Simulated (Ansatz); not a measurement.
# C4H9B: the cost of one run

The runs use Ansatz 0.2.0; RKS B3LYP-D4/def2-SVP.

## (1) Starting geometry

SMILES `B1CCCC1`, 14 atoms, charge 0, spin multiplicity 1.

Atoms are counted from 1 here; the program's logs count them from 0.

Bond lengths: B1–C2 1.573 Å, B1–C5 1.573 Å, B1–H6 1.218 Å, C2–C3 1.546 Å, C2–H7 1.123 Å, C2–H8 1.109 Å, C3–C4 1.542 Å, C3–H9 1.110 Å, C3–H10 1.113 Å, C4–C5 1.546 Å, C4–H11 1.110 Å, C4–H12 1.113 Å, C5–H13 1.123 Å, C5–H14 1.109 Å. Angles: C2–B1–C5 107.2°, C2–B1–H6 126.4°, C5–B1–H6 126.4°, B1–C2–C3 104.7°, B1–C2–H7 102.3°, B1–C2–H8 118.1°, C3–C2–H7 109.8°, C3–C2–H8 116.1°, H7–C2–H8 104.9°, C2–C3–C4 105.0°, C2–C3–H9 114.1°, C2–C3–H10 109.1°, C4–C3–H9 112.9°, C4–C3–H10 109.3°, H9–C3–H10 106.4°, C3–C4–C5 104.9°, C3–C4–H11 112.9°, C3–C4–H12 109.4° and more.

Geometry (Å):

```xyz
14
charge 0, multiplicity 1
B    -0.88205    1.09099    0.03898
C     0.18791    0.71663    1.12986
C     1.06108   -0.37356    0.46679
C     0.11608   -1.10039   -0.51114
C    -0.77865    0.01341   -1.10222
H    -1.64767    2.03822    0.07248
H    -0.44371    0.25855    1.93716
H     0.73451    1.54202    1.62959
H     1.55009   -1.06256    1.18673
H     1.87979    0.11521   -0.10714
H     0.65964   -1.69727   -1.27307
H    -0.52059   -1.81654    0.05491
H    -0.21503    0.56749   -1.89984
H    -1.71430   -0.32139   -1.59408
```

This geometry comes from a loose relaxation at PBE in a small basis, which is not shown.

## (3) Setting up the map

First coordinate, ring dihedral C3–C4–C5–B1: 9 values from −45.0 °. Second coordinate, ring dihedral C5–B1–C2–C3: 9 values from −45.0 °.

Relaxed at each point: all other coordinates. Energies count from the relaxed molecule at the same level. Points are written as (first, second).

(The set-up runs are not shown.)

## (4) Grid point (45.0°, 45.0°)

input.yaml

```yaml
crystal:
  periodic: [false, false, false]
  atoms:
    - { symbol: B, position_ang: [-0.468714, 1.212882, -0.273015] }
    - { symbol: C, position_ang: [0.145212, 0.768086, 1.10406] }
    - { symbol: C, position_ang: [0.875493, -0.503989, 0.616747] }
    - { symbol: C, position_ang: [0.323302, -0.873511, -0.77354] }
    - { symbol: C, position_ang: [-1.033181, -0.136484, -0.848903] }
    - { symbol: H, position_ang: [-0.723515, 2.323402, -0.672489] }
    - { symbol: H, position_ang: [-0.617445, 0.629872, 1.895003] }
    - { symbol: H, position_ang: [0.880046, 1.489053, 1.494623] }
    - { symbol: H, position_ang: [0.586787, -1.323131, 1.297785] }
    - { symbol: H, position_ang: [1.975198, -0.46735, 0.683769] }
    - { symbol: H, position_ang: [1.025529, -0.47114, -1.525802] }
    - { symbol: H, position_ang: [0.294398, -1.957527, -0.969285] }
    - { symbol: H, position_ang: [-1.455236, -0.144836, -1.866111] }
    - { symbol: H, position_ang: [-1.740063, -0.653779, -0.172864] }
basis:
  gaussian: { orbitals: def2-SVP }
hamiltonian:
  xc: { name: B3LYP }
  dispersion: d4
output:
  forces: true
relax:
  f_tol: 0.02
  max_steps: 50
  escape_saddle: false
  constraints: [{ sites: [2, 3, 4, 0] }, { sites: [4, 0, 1, 2] }]
scf:
  lower_state_search: "off"
```

On the command line:

```sh
> ansatz run input.yaml --threads 1 --pin off --max-ram 2560MiB --backend cpu --events-out ev --progress --plain --runs-dir out
```

Q: Estimate wall time and peak memory on 1 thread of Arm Neoverse V2, shared host.

About 19 s, with a peak of 0.23 GiB.
